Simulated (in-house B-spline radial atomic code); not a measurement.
# Hg⁴⁺: excited configurations

Wanted: excitation energies of Hg⁴⁺ as differences of total energies (ΔSCF).

The numbers are computed with in-house B-spline radial atomic code version 1 (Dirac-Hartree-Fock, average of configuration, Fermi nucleus, basis-set limit), except any that are marked as measured or tabulated.

### 1 Starting point

```
element       : mercury (Z = 80)
charge        : +4
electrons     : 76
configuration : [Xe] 4f14 5d8
Hamiltonian   : Dirac-Coulomb
nucleus       : Fermi, rms radius 5.465 fm
```

Outer shells as boxes (Hund's rule):

[Xe] 4f14 5d8
```
[Xe] core
4f [↑↓][↑↓][↑↓][↑↓][↑↓][↑↓][↑↓]
5d [↑↓][↑↓][↑↓][↑ ][↑ ]
```

The boxes draw the filling by Hund's rule, which heavy ions in jj coupling don't follow; these runs average over all states of the configuration.

Settings of the run:

```ini
Z = 80
electrons = 76.0
configuration = [Xe] 4f14 5d8
hamiltonian = dirac
method = hf
spin_polarised = False
nucleus = fermi
rms_radius = 5.4648
mass_number = 202
atomic_mass = 201.970643604
speed_of_light = 137.035999084
```

From the earlier run of the reference: total energy -19644.920158 hartree. Levels, eight at most:

```
orbital  occupation  energy (eV)  <r> (bohr)
  4d5/2           6      -433.65      0.4527
  5s1/2           2      -188.99      0.9101
  4f5/2           6      -172.95      0.4760
  4f7/2           8      -168.58      0.4824
  5p1/2           2      -145.87      0.9740
  5p3/2           4      -126.55       1.058
  5d3/2         3.2      -65.971       1.308
  5d5/2         4.8      -63.710       1.348
```

### 2 Configuration [Xe] 4f13 5d8 9p1

Settings of the run:

```ini
Z = 80
electrons = 76.0
configuration = [Xe] 4f13 5d8 9p1
hamiltonian = dirac
method = hf
spin_polarised = False
nucleus = fermi
rms_radius = 5.4648
mass_number = 202
atomic_mass = 201.970643604
speed_of_light = 137.035999084
```

### 3 Run with [Kr] 4d10 4f14 5s2 5p5 5d8 6s1

The settings differ from step 2 so:

```diff
@@ -2,3 +2,3 @@
 electrons = 76.0
-configuration = [Xe] 4f13 5d8 9p1
+configuration = [Kr] 4d10 4f14 5s2 5p5 5d8 6s1
 hamiltonian = dirac
```

### 4 Run with [Kr] 4d10 4f14 5s2 5p5 5d8 8s1

The settings differ from step 3 so:

```diff
@@ -2,3 +2,3 @@
 electrons = 76.0
-configuration = [Kr] 4d10 4f14 5s2 5p5 5d8 6s1
+configuration = [Kr] 4d10 4f14 5s2 5p5 5d8 8s1
 hamiltonian = dirac
```

### 5 Run with [Xe] 4f13 5d8 8d1

The settings differ from step 4 so:

```diff
@@ -2,3 +2,3 @@
 electrons = 76.0
-configuration = [Kr] 4d10 4f14 5s2 5p5 5d8 8s1
+configuration = [Xe] 4f13 5d8 8d1
 hamiltonian = dirac
```

### 6 Configuration [Kr] 4d10 4f14 5s2 5p5 5d8 7f1

The settings differ from step 5 so:

```diff
@@ -2,3 +2,3 @@
 electrons = 76.0
-configuration = [Xe] 4f13 5d8 8d1
+configuration = [Kr] 4d10 4f14 5s2 5p5 5d8 7f1
 hamiltonian = dirac
```

### 7 [Xe] 4f14 5d7 9s1

The settings differ from step 6 so:

```diff
@@ -2,3 +2,3 @@
 electrons = 76.0
-configuration = [Kr] 4d10 4f14 5s2 5p5 5d8 7f1
+configuration = [Xe] 4f14 5d7 9s1
 hamiltonian = dirac
```

**Question.** How far above the reference does each configuration lie (order and size, in eV)?

**Answer**, as computed:

| net move | configuration | energy above the reference (eV) | with Breit, QED, recoil (eV) | largest <r> (bohr) |
| --- | --- | --- | --- | --- |
| 5d → 9s | [Xe] 4f14 5d7 9s1 | 52.964 | 52.978 | 9.77 |
| 5p → 6s | [Kr] 4d10 4f14 5s2 5p5 5d8 6s1 | 79.972 | 79.841 | 2.11 |
| 5p → 8s | [Kr] 4d10 4f14 5s2 5p5 5d8 8s1 | 115.36 | 115.15 | 6.63 |
| 5p → 7f | [Kr] 4d10 4f14 5s2 5p5 5d8 7f1 | 120.66 | 120.44 | 8.69 |
| 4f → 8d | [Xe] 4f13 5d8 8d1 | 149.77 | 150.05 | 9.08 |
| 4f → 9p | [Xe] 4f13 5d8 9p1 | 151.07 | 151.36 | 10.9 |

Quantum defects of the promoted electron, δ = n − ζ/√(−2ε) with ζ = 5 and ε its orbital energy in hartree:

| promotion | δ |
| --- | --- |
| 5d → 9s | 3.309 |
| 5p → 6s | 3.422 |
| 5p → 8s | 3.325 |
| 5p → 7f | 1.243 |
| 4f → 8d | 2.360 |
| 4f → 9p | 2.981 |

**Reading.** The energies run from 52.964 eV (5d → 9s) to 151.07 eV (4f → 9p). Koopmans' estimate of the ionisation threshold is 63.710 eV; 5 configurations exceed it by over 2 % and could autoionise. Of those tabulated, the defect is largest for 6s (3.42) and least for 7f (1.24): low angular momentum penetrates the core, high angular momentum stays outside it. Two partly filled shells share a symmetry and can mix in the average, which may lower the energy, for: 4f → 8d. These are averages over configurations, without correlation, not spectroscopic levels.
